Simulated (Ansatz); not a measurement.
# C2H10Al2O2: one species, many methods

One table from this session's results is given with a row withheld; the runs are named, their logs left out.

The runs use Ansatz 0.2.0, Gaussian basis; functionals in def2-TZVPP, the program's frozen cores in correlated methods.

Levels to be run: LDA (SPW92), PBE-D4, revPBE-D4, BLYP-D4, r2SCAN-D4, B97M-V, PBE0-D4, B3LYP-D4, r2SCANh-D4, r2SCAN0-D4, HSE06-D4, BHLYP-D4, CAM-B3LYP-D4, LC-ωPBE, ωB97X-V, ωB97M-V, B2PLYP, PBE-QIDH; CCSD(T)/def2-SVP; MP2/def2-TZVPP; MP2/def2-QZVPP; RPA on PBE.

**The geometry**

An earlier PBE0-D4 in a triple-zeta def2 set relaxation fixed the geometry.

SMILES `C[O+]1[AlH2-][O+](C)[AlH2-]1`, 16 atoms, charge 0, spin multiplicity 1.

Atoms are counted from 1 here; the program's logs count them from 0.

Bond lengths: C1–O2 1.417 Å, C1–H7 1.093 Å, C1–H8 1.093 Å, C1–H9 1.092 Å, O2–Al3 1.845 Å, O2–Al6 1.845 Å, Al3–O4 1.845 Å, Al3–H10 1.588 Å, Al3–H11 1.588 Å, O4–C5 1.417 Å, O4–Al6 1.845 Å, C5–H12 1.093 Å, C5–H13 1.092 Å, C5–H14 1.093 Å, Al6–H15 1.588 Å, Al6–H16 1.588 Å. Angles: O2–C1–H7 110.0°, O2–C1–H8 110.0°, O2–C1–H9 109.9°, H7–C1–H8 108.4°, H7–C1–H9 109.3°, H8–C1–H9 109.3°, C1–O2–Al3 127.6°, C1–O2–Al6 127.7°, Al3–O2–Al6 98.6°, O2–Al3–O4 81.4°, O2–Al3–H10 108.6°, O2–Al3–H11 115.1°, O4–Al3–H10 115.1°, O4–Al3–H11 108.6°, H10–Al3–H11 121.4°, Al3–O4–C5 127.7°, Al3–O4–Al6 98.6°, C5–O4–Al6 127.7° and more.

Set-up of the first run:

The input, in.yaml:

```yaml
crystal:
  periodic: [false, false, false]
  atoms:
    - {symbol: C, position_ang: [-0.290126, -1.026818, 2.348111]}
    - {symbol: O, position_ang: [0.028675, -0.328169, 1.156961]}
    - {symbol: Al, position_ang: [0.983770, -0.951117, -0.293889]}
    - {symbol: O, position_ang: [-0.028699, 0.327900, -1.156834]}
    - {symbol: C, position_ang: [0.290308, 1.026425, -2.348041]}
    - {symbol: Al, position_ang: [-0.983681, 0.950935, 0.294092]}
    - {symbol: H, position_ang: [-1.337127, -0.858527, 2.611016]}
    - {symbol: H, position_ang: [-0.138948, -2.099413, 2.204289]}
    - {symbol: H, position_ang: [0.346540, -0.678779, 3.164200]}
    - {symbol: H, position_ang: [0.552960, -2.453707, -0.575537]}
    - {symbol: H, position_ang: [2.507491, -0.505042, -0.338160]}
    - {symbol: H, position_ang: [0.091722, 2.093149, -2.220445]}
    - {symbol: H, position_ang: [-0.311764, 0.644256, -3.174935]}
    - {symbol: H, position_ang: [1.349446, 0.898934, -2.583963]}
    - {symbol: H, position_ang: [-2.507838, 0.506437, 0.337913]}
    - {symbol: H, position_ang: [-0.552739, 2.453525, 0.575230]}
basis:
  gaussian: {orbitals: def2-TZVPP}
hamiltonian: {xc: lda}
output: {orbitals: {seedname: orbitals}}
```

Started as:

```console
ansatz run in.yaml --threads 4 --pin off --events-out ev --progress --plain --max-ram 11315MiB
```

Steps of the session up to this table: LDA; PBE-D4 (GGA); revPBE-D4 (GGA); BLYP-D4 (GGA); r2SCAN-D4 (meta-GGA); B97M-V (meta-GGA); B3LYP-D4 (hybrid); r2SCANh-D4 (hybrid); r2SCAN0-D4 (hybrid); HSE06-D4 (hybrid); BHLYP-D4 (hybrid); CAM-B3LYP-D4 (range-separated); LC-ωPBE (range-separated); ωB97X-V (range-separated); ωB97M-V (range-separated); B2PLYP (double hybrid); PBE-QIDH (double hybrid).

One table of the session follows, with a row left open; its other results are not shown here.

It belongs to the step «Orbital energies across the functionals». 

```
  functional  HOMO (eV)  gap (eV)
 LDA (SPW92)      -6.39      4.89
      PBE-D4      -6.35      5.16
   revPBE-D4      -6.33      5.29
     BLYP-D4      -6.28      5.22
   r2SCAN-D4      -6.68      5.88
      B97M-V      -6.83      5.72
     PBE0-D4      -7.65      7.25
    B3LYP-D4          ?         ?
  r2SCANh-D4      -7.15      6.61
  r2SCAN0-D4      -7.86      7.70
    HSE06-D4      -7.24      6.48
    BHLYP-D4      -8.90      9.26
CAM-B3LYP-D4      -9.05      9.54
     LC-ωPBE     -10.40     12.03
     ωB97X-V     -10.08     11.53
     ωB97M-V      -9.88     10.99
```

Q: Estimate the row for B3LYP-D4 from the others.

Worked estimate for «HOMO (eV)». Against the share of exact exchange, BLYP-D4 (0, -6.28), BHLYP-D4 (0.5, -8.90) give a slope of -5.24 per unit share; at 0.2 the line stands at -7.33.

**Answer.** HOMO (eV): -7.47; gap (eV): 6.86. In «HOMO (eV)» the line misses by +0.14.
